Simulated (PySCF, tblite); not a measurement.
# C8H17P: geometry, infrared bands and NMR shifts

What infrared bands and NMR shifts should C8H17P (`[H][P@TB4](C=C)(C=C)(CC)CC`) show?

The runs use tblite 0.8.0 and PySCF 2.14.0, with density-fitted response routines of our own; the level of theory stands in each step. All values are computed, except where a source is named. Atoms count from 0, in the outputs and in this text.

### 1 The starting structure

26 atoms, charge 0, multiplicity 1; geometry from: force field or distance geometry start.

Bonds of the start (Å): C0–C1 1.32, C1–P2 1.82, P2–C3 1.80, C3–C4 1.34, P2–C5 1.84, C5–C6 1.52, P2–C7 1.83, C7–C8 1.52, C0–H9 1.09, C0–H10 1.09, C1–H11 1.08, P2–H12 1.41, C3–H13 1.08, C4–H14 1.08, C4–H15 1.08, C5–H16 1.12, C5–H17 1.12, C6–H18 1.11, C6–H19 1.12, C6–H20 1.11, C7–H21 1.11, C7–H22 1.10, C8–H23 1.10, C8–H24 1.11, C8–H25 1.12.

### 2 Relaxing the molecule with GFN2-xTB

What the job is given:

```
{"job": {"kind": "relax", "xc": "GFN2-xTB", "basis": "xTB"}, "charge": 0, "multiplicity": 1}
C     -1.733800     2.026200    -0.753600
C     -0.524800     1.675800    -0.363400
P      0.018200    -0.056400    -0.344200
C     -1.178200    -1.349400    -0.719600
C     -0.796300    -2.633300    -0.793700
C      0.066000    -0.276800     1.477400
C     -1.273600    -0.028100     2.161900
C      1.786200    -0.411400    -0.675800
C      2.608800     0.860300    -0.752700
H     -2.464300     1.291300    -1.091700
H     -2.035300     3.072700    -0.739100
H      0.167600     2.431500    -0.010300
H     -0.066400     0.127800    -1.735200
H     -2.218000    -1.103300    -0.857300
H     -1.529900    -3.394200    -1.016600
H      0.239000    -2.915900    -0.643700
H      0.823600     0.425100     1.910200
H      0.397800    -1.318000     1.709600
H     -1.602400     1.023500     2.040400
H     -1.163800    -0.221400     3.260300
H     -2.056900    -0.707500     1.773800
H      2.196300    -1.067700     0.115500
H      1.886700    -0.962100    -1.626400
H      3.658500     0.603200    -0.960600
H      2.231800     1.520300    -1.568300
H      2.542200     1.410300     0.216300
```

Command:

```console
> OMP_NUM_THREADS=1 python probes_run.py task.json out
```

The driver reads the jobs from task.json and runs them one after another.

**Question.** This job is followed by: GFN2-xTB harmonic vibrations, gas phase; GIAO PBE0/pcSseg-1 NMR shielding, non-relativistic, gas phase. Predict these results of the whole session: strongest single infrared mode (GFN2-xTB); zero-point energy (GFN2-xTB); 13C shifts against TMS (PBE0/pcSseg-1, means over atoms taken as alike); 1H shifts against TMS (PBE0/pcSseg-1, means over atoms taken as alike); 31P shifts against H3PO4 (PBE0/pcSseg-1).

**Answer**, as computed:

```
                                                               quantity                                                           value
                              strongest single infrared mode (GFN2-xTB)                                           1628 cm⁻¹, 380 km/mol
                                           zero-point energy (GFN2-xTB)                                                  139.1 kcal/mol
13C shifts against TMS (PBE0/pcSseg-1, means over atoms taken as alike)                        152.2, 133.1, 35.9, 35.4, 12.8, 10.4 ppm
 1H shifts against TMS (PBE0/pcSseg-1, means over atoms taken as alike)  6.53, 6.35, 6.17, 6.10, 1.75, 1.63, 1.28, 1.23, 0.89, 0.86 ppm
                               31P shifts against H3PO4 (PBE0/pcSseg-1)                                                      -119.9 ppm
```

In words: Over 148 steps the energy fell by 0.672 eV; of the close pairs, P2–H12 changed most, 1.406 to 1.521 Å. All 72 modes are real, so the xTB geometry is a minimum. The strongest single mode, at 1628 cm⁻¹, moves mainly H12. GFN2-xTB is a fitted tight-binding method: band positions and strengths are rough. Its intensities can rank the bands wrongly. At PBE0/pcSseg-1: Shielding is most anisotropic at P2 (span 262 ppm, paramagnetic term -521 ppm).
